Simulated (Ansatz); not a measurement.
Here is an Ansatz input file for MnPbO3, space group Pm-3m. Write the same calculation for the Python package.

```yaml
crystal:
  lattice:
    - [3.914633, 0.0, 0.0]
    - [0.0, 3.914633, 0.0]
    - [0.0, 0.0, 3.914633]
  atoms:
    - { symbol: Mn, position: [0.5, 0.5, 0.5] }
    - { symbol: Pb, position: [0.0, 0.0, 0.0] }
    - { symbol: O, position: [0.0, 0.5, 0.5] }
    - { symbol: O, position: [0.5, 0.0, 0.5] }
    - { symbol: O, position: [0.5, 0.5, 0.0] }
basis:
  ecutwfc: 476.19925930478996
kpoints:
  mp_grid:
    grid: [7, 7, 7]
hamiltonian:
  xc: pbesol
  hubbard:
    sites:
      - { species: Mn, l: d, u_eff: linear-response }
    lr:
      d_alpha: 0.05
magnetization:
  spin_polarized: true
  per_species:
    Mn: 4.0
scf:
  convergence:
    dr2_threshold: 1.0e-07
  occupations:
    method: cold
    width: 0.15
output:
  eigenvalues: true
```

Script `lr_u_mnpbo3.py`:
```python
"""Hubbard U of MnPbO3 from linear response."""

import ansatz as az

config = {
    "functional": "pbesol",
    "kgrid": (7, 7, 7),
    "sigma": 0.15,
    "tolerance": 1e-07,
}


def main() -> None:
    lattice = az.Lattice.of(
        (3.914633, 0.0, 0.0),
        (0.0, 3.914633, 0.0),
        (0.0, 0.0, 3.914633),
    )
    sites = [
        ("Mn", (0.5, 0.5, 0.5)),
        ("Pb", (0.0, 0.0, 0.0)),
        ("O", (0.0, 0.5, 0.5)),
        ("O", (0.5, 0.0, 0.5)),
        ("O", (0.5, 0.5, 0.0)),
    ]
    mnpbo3 = az.Crystal(lattice=lattice)
    for symbol, position in sites:
        mnpbo3 = mnpbo3.atom(symbol, position)
    mnpbo3 = mnpbo3.moments(Mn=4)

    base = (
        mnpbo3.calculation()
        .functional(config["functional"])
        .basis(35 * az.Ry)
        .kpoints(*config["kgrid"])
        .occupations(az.OccupationsMethod.COLD, width=config["sigma"])  # smearing steadies the SCF of a metal
        .spin("collinear")
        .scf(tolerance=config["tolerance"])
        .hubbard("Mn", "d", u_eff="linear-response")
        .hubbard_response(amplitude=0.05)
        .band_table()  # levels at the mesh points
    )
    # within one cell the perturbed atoms see their images, so U is that of this cell
    found = []


    def keep(event):
        if event["event"] == "lr_u_result":
            found.append(event["data"])


    res = base.session().plan().execute(on_event=keep)
    rep = res.report
    for orbit in found[-1]["orbits"]:
        print(f"sites {orbit['sites']}: n0 = {orbit['n0']:.3f}, chi0 = {orbit['chi0_per_ev']:.4f}/eV, chi = {orbit['chi_per_ev']:.4f}/eV, U = {orbit['u_ev']:.2f} eV")
    print("cycles:", found[-1]["n_cycles"], " band edges:", rep.get("band_edges_ev"))
    print(f"net moment {rep['magnetization_mub']:.3f} muB, absolute {rep['absolute_magnetization_mub']:.3f} muB")
    for index, (site, m) in enumerate(zip(res.lattice.sites, rep["site_moments_mub"])):
        print(f"  {index:2d} {site.symbol:2s} {m:7.3f}")


if __name__ == "__main__":
    main()
```

`python lr_u_mnpbo3.py` gives:
```text
sites [0]: n0 = 5.132, chi0 = -0.5355/eV, chi = -0.1308/eV, U = 5.78 eV
cycles: 1  band edges: None
net moment 2.989 muB, absolute 4.606 muB
   0 Mn   3.301
   1 Pb  -0.052
   2 O   -0.240
   3 O   -0.240
   4 O   -0.240
```

The magnetic order follows from the starting moments and needn't be the lowest. The mesh is modest for a metal, so energies can be off by several to tens of meV an atom and pressures by half a GPa or more; differences at equal mesh fare better. With one magnetic atom the cell can hold only ferromagnetic order. The structure comes from a database of computed cells and needn't be a stable or known phase. Gaps and levels are Kohn-Sham values on a finite set of k-points, without spin-orbit coupling. The computed U depends on the projectors, on the cell (the perturbed atoms see their images) and on the spin treatment typed in the script; a run with no .spin step is spin-unpolarised. Wall time of the script: 88 s on 1 thread of INTEL(R) XEON(R) PLATINUM 8581C CPU @ 2.30GHz (Emerald Rapids), on a shared host, peak memory 0.82 GiB.

(Lines on the test bed's own set-up are left out of the output.)
